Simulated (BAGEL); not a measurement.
**singlet SiHBrF+: levels of theory compared**

Wanted: a comparison of 5 runs (HF/STO-3G, HF/3-21G, B3LYP/cc-pVDZ, PBE0/cc-pVDZ, RI-MP2/cc-pVDZ) of singlet SiHBrF+. 

The calculation is run with BAGEL 1.2.2.

1 further run of the same task is left out (it didn't finish).

**1. The molecule**

SiHBrF+ has 4 atoms, charge +1, and is taken as a singlet. SMILES of the parent species: `F[SiH]Br`. The coordinates come from a PBE0-D4/def2-TZVP relaxation. That shape belongs to the parent species and isn't relaxed for this state.

Bond lengths: F1–Si2 1.596 Å, Si2–Br3 2.211 Å, Si2–H4 1.491 Å. Angles: F1–Si2–Br3 108.9°, F1–Si2–H4 107.1°, Br3–Si2–H4 108.5°.

**2. A single-point energy at HF/STO-3G (density fitting with qzvpp-jkfit) (run 1)**

input.json

```json
{ "bagel" : [

{
  "title" : "molecule",
  "basis" : "sto-3g",
  "df_basis" : "qzvpp-jkfit",
  "angstrom" : true,
  "geometry" : [
    { "atom" : "F", "xyz" : [      -1.077500,      -0.285400,       1.078300 ] },
    { "atom" : "Si", "xyz" : [      -0.289800,      -0.254700,      -0.309800 ] },
    { "atom" : "Br", "xyz" : [       1.852200,      -0.643700,       0.073700 ] },
    { "atom" : "H", "xyz" : [      -0.429400,       1.123400,      -0.862500 ] }
  ]
},

{
  "title" : "hf",
  "charge" : 1
},

{
  "title" : "print",
  "file" : "orbitals.molden",
  "orbitals" : true
}

]}
```

Started as:

```sh
$ BAGEL_NUM_THREADS=1 BAGEL input.json > input.out
```

What it wrote:

```text
* using 1 threads per process

  ===============================================================
  ===============================================================

  *** Geometry ***

  { "atom" : "F", "xyz" : [     -2.036180,     -0.539328,      2.037692 ] },
  { "atom" : "Si", "xyz" : [     -0.547643,     -0.481313,     -0.585437 ] },
  { "atom" : "Br", "xyz" : [      3.500151,     -1.216417,      0.139273 ] },
  { "atom" : "H", "xyz" : [     -0.811448,      2.122918,     -1.629889 ] },

  Number of auxiliary basis functions:      489

  Since a DF basis is specified, we compute 2- and 3-index integrals:
    o Being stored without compression. Storage requirement is 0.004 GB

  Number of basis functions:       33
  Number of electrons      :       59

    * METHOD: MOLECULE                             0.17

  *** RHF ***

  === Nuclear Repulsion ===
   225.5216557812

      * DIIS with orbital gradients will be used.

  === RHF iteration (sto-3g) ===
      0      -2928.50564160          0.01748257           0.03
      1      -2928.64186438          0.00825375           0.03
      2      -2928.66603872          0.00106832           0.03
      3      -2928.66704084          0.00041109           0.03
      4      -2928.66723120          0.00014598           0.03
      5      -2928.66725859          0.00003708           0.03
      6      -2928.66726046          0.00001259           0.03
      7      -2928.66726072          0.00000500           0.03
      8      -2928.66726076          0.00000169           0.03
      9      -2928.66726076          0.00000059           0.03
     10      -2928.66726076          0.00000024           0.03
     11      -2928.66726076          0.00000011           0.03
     12      -2928.66726076          0.00000003           0.03
     13      -2928.66726076          0.00000001           0.03
     14      -2928.66726076          0.00000000           0.03
    * SCF iteration converged.

    * Permanent dipole moment:
           (    1.963092,    -0.178761,     1.206469) a.u.

    * METHOD: HF                                   0.52

    * METHOD: PRINT                                0.00

  ===============================================================
```

Wall time 0.8 s (1 thread of Arm Neoverse V1, shared host); peak memory 0.082 GiB.

**3. A single-point energy at HF/3-21G (density fitting with qzvpp-jkfit) (run 2)**

hf.json

```json
{ "bagel" : [

{
  "title" : "molecule",
  "basis" : "3-21g",
  "df_basis" : "qzvpp-jkfit",
  "angstrom" : "true",
  "geometry" : [
    { "atom" : "F", "xyz" : [      -1.077500,      -0.285400,       1.078300 ] },
    { "atom" : "Si", "xyz" : [      -0.289800,      -0.254700,      -0.309800 ] },
    { "atom" : "Br", "xyz" : [       1.852200,      -0.643700,       0.073700 ] },
    { "atom" : "H", "xyz" : [      -0.429400,       1.123400,      -0.862500 ] }
  ]
},

{
  "title" : "hf",
  "charge" : 1
},

{
  "title" : "print",
  "file" : "orbitals.molden",
  "orbitals" : "true"
}

]}
```

Started as:

```sh
$ BAGEL_NUM_THREADS=1 BAGEL hf.json > hf.out
```

What it wrote:

```text
* using 1 threads per process

  ===============================================================
  ===============================================================

  *** Geometry ***

  { "atom" : "F", "xyz" : [     -2.036180,     -0.539328,      2.037692 ] },
  { "atom" : "Si", "xyz" : [     -0.547643,     -0.481313,     -0.585437 ] },
  { "atom" : "Br", "xyz" : [      3.500151,     -1.216417,      0.139273 ] },
  { "atom" : "H", "xyz" : [     -0.811448,      2.122918,     -1.629889 ] },

  Number of auxiliary basis functions:      489

  Since a DF basis is specified, we compute 2- and 3-index integrals:
    o Being stored without compression. Storage requirement is 0.008 GB

  Number of basis functions:       46
  Number of electrons      :       59

    * METHOD: MOLECULE                             0.17

  *** RHF ***

  === Nuclear Repulsion ===
   225.5216557812

      * DIIS with orbital gradients will be used.

  === RHF iteration (3-21g) ===
      0      -2946.47258869          0.02407864           0.04
      1      -2946.58491673          0.01630893           0.04
      2      -2946.62992814          0.00132916           0.04
      3      -2946.63082209          0.00055277           0.04
      4      -2946.63101721          0.00021007           0.04
      5      -2946.63105715          0.00006767           0.04
      6      -2946.63106240          0.00001856           0.04
      7      -2946.63106279          0.00000505           0.04
      8      -2946.63106282          0.00000235           0.04
      9      -2946.63106282          0.00000115           0.04
     10      -2946.63106282          0.00000046           0.04
     11      -2946.63106282          0.00000021           0.04
     12      -2946.63106282          0.00000009           0.04
     13      -2946.63106282          0.00000003           0.04
     14      -2946.63106282          0.00000002           0.04
     15      -2946.63106282          0.00000001           0.04
    * SCF iteration converged.

    * Permanent dipole moment:
           (    1.661820,    -0.194717,     1.666943) a.u.

    * METHOD: HF                                   0.77

    * METHOD: PRINT                                0.01

  ===============================================================
```

Run time: 1.1 s. Hardware: 1 thread of Arm Neoverse V1, shared host; peak memory 0.082 GiB.

Runs 3 to 4 aren't shown in full; the table further down has their settings and results.

**4. A single-point energy at RI-MP2/cc-pVDZ (density fitting with qzvpp-jkfit) (run 5)**

input.json, as its differences from that of step 2:

```diff
@@ -4,5 +4,5 @@
   "title" : "molecule",
-  "basis" : "sto-3g",
+  "basis" : "cc-pvdz.json",
   "df_basis" : "qzvpp-jkfit",
-  "angstrom" : true,
+  "angstrom" : "true",
   "geometry" : [
@@ -21,5 +21,5 @@
 {
-  "title" : "print",
-  "file" : "orbitals.molden",
-  "orbitals" : true
+  "title" : "mp2",
+  "charge" : 1,
+  "ncore" : 15
 }
```

The basis set cc-pVDZ is read from a file made from the Basis Set Exchange's data (not shown).

Started as:

```sh
$ BAGEL_NUM_THREADS=1 BAGEL input.json > input.out
```

What it wrote:

```text
* using 1 threads per process

  ===============================================================
  ===============================================================

  *** Geometry ***

  { "atom" : "F", "xyz" : [     -2.036180,     -0.539328,      2.037692 ] },
  { "atom" : "Si", "xyz" : [     -0.547643,     -0.481313,     -0.585437 ] },
  { "atom" : "Br", "xyz" : [      3.500151,     -1.216417,      0.139273 ] },
  { "atom" : "H", "xyz" : [     -0.811448,      2.122918,     -1.629889 ] },

  Number of auxiliary basis functions:      489

  Since a DF basis is specified, we compute 2- and 3-index integrals:
    o Being stored without compression. Storage requirement is 0.016 GB

  Number of basis functions:       64
  Number of electrons      :       59

    * METHOD: MOLECULE                             0.22

  *** RHF ***

  === Nuclear Repulsion ===
   225.5216557812

      * DIIS with orbital gradients will be used.

  === RHF iteration (cc-pvdz.json) ===
      0      -2960.92409727          0.01533281           0.06
      1      -2961.00092163          0.01173275           0.06
      2      -2961.06320357          0.00104386           0.06
      3      -2961.06430395          0.00035395           0.06
      4      -2961.06442047          0.00014831           0.06
      5      -2961.06444946          0.00004883           0.05
      6      -2961.06445377          0.00001801           0.05
      7      -2961.06445440          0.00000590           0.06
      8      -2961.06445446          0.00000210           0.06
      9      -2961.06445447          0.00000099           0.06
     10      -2961.06445447          0.00000052           0.05
     11      -2961.06445447          0.00000022           0.05
     12      -2961.06445447          0.00000007           0.06
     13      -2961.06445447          0.00000003           0.06
     14      -2961.06445447          0.00000001           0.06
     15      -2961.06445447          0.00000001           0.06
    * SCF iteration converged.

    * Permanent dipole moment:
           (    1.517908,    -0.172683,     1.550961) a.u.

    * METHOD: HF                                   1.09

  *** RHF ***

  === Nuclear Repulsion ===
   225.5216557812

      * DIIS with orbital gradients will be used.

  === RHF iteration (cc-pvdz.json) ===
      0      -2961.06445447          0.00000000           0.06
    * SCF iteration converged.

    * Permanent dipole moment:
           (    1.517908,    -0.172683,     1.550961) a.u.

  === DF-MP2 calculation ===

    * freezing 15 orbitals
    * 3-index integral transformation done
    * assembly done

      MP2 correlation energy:   -0.4011971821      0.02

      MP2 total energy:       -2961.4656516547

    * METHOD: MP2                                  0.14

  ===============================================================
```

It took 1.6 s on 1 thread of Arm Neoverse V1, shared host; peak memory 0.099 GiB.

**5. Overview of the runs**

```csv
run,level,frozen core orbitals,energy (Eh),HOMO energy (eV),LUMO energy (eV),HOMO–LUMO gap (eV),wall time
1,HF/STO-3G (density fitting with qzvpp-jkfit),–,-2928.667261,-15.78,-5.77,10.02,0.8 s
2,HF/3-21G (density fitting with qzvpp-jkfit),–,-2946.631063,-18.11,-8.48,9.63,1.1 s
3,B3LYP/cc-pVDZ (density fitting with qzvpp-jkfit),–,-2963.821693,-14.91,-11.51,3.40,4.5 s
4,PBE0/cc-pVDZ (density fitting with qzvpp-jkfit),–,-2963.259572,-15.21,-11.33,3.88,4.2 s
5,RI-MP2/cc-pVDZ (density fitting with qzvpp-jkfit),15,-2961.465652,–,–,–,1.6 s
```

**6. Summary of results**

| quantity | value |
| --- | --- |
| run 5: total energy | -2961.46565 Eh |
| run 5: correlation energy (15 core orbitals frozen) | -401.2 mEh |

**Reading.** Over runs 1, 2, 3, 4 the HOMO–LUMO gap runs from 3.40 eV (B3LYP/cc-pVDZ) to 10.02 eV (HF/STO-3G). The two ends differ in method and basis. Totals of different functionals can't be ranked against each other. In run 1 the basis is minimal, so the values are rough. All runs together took 12 s, the longest 4.5 s.
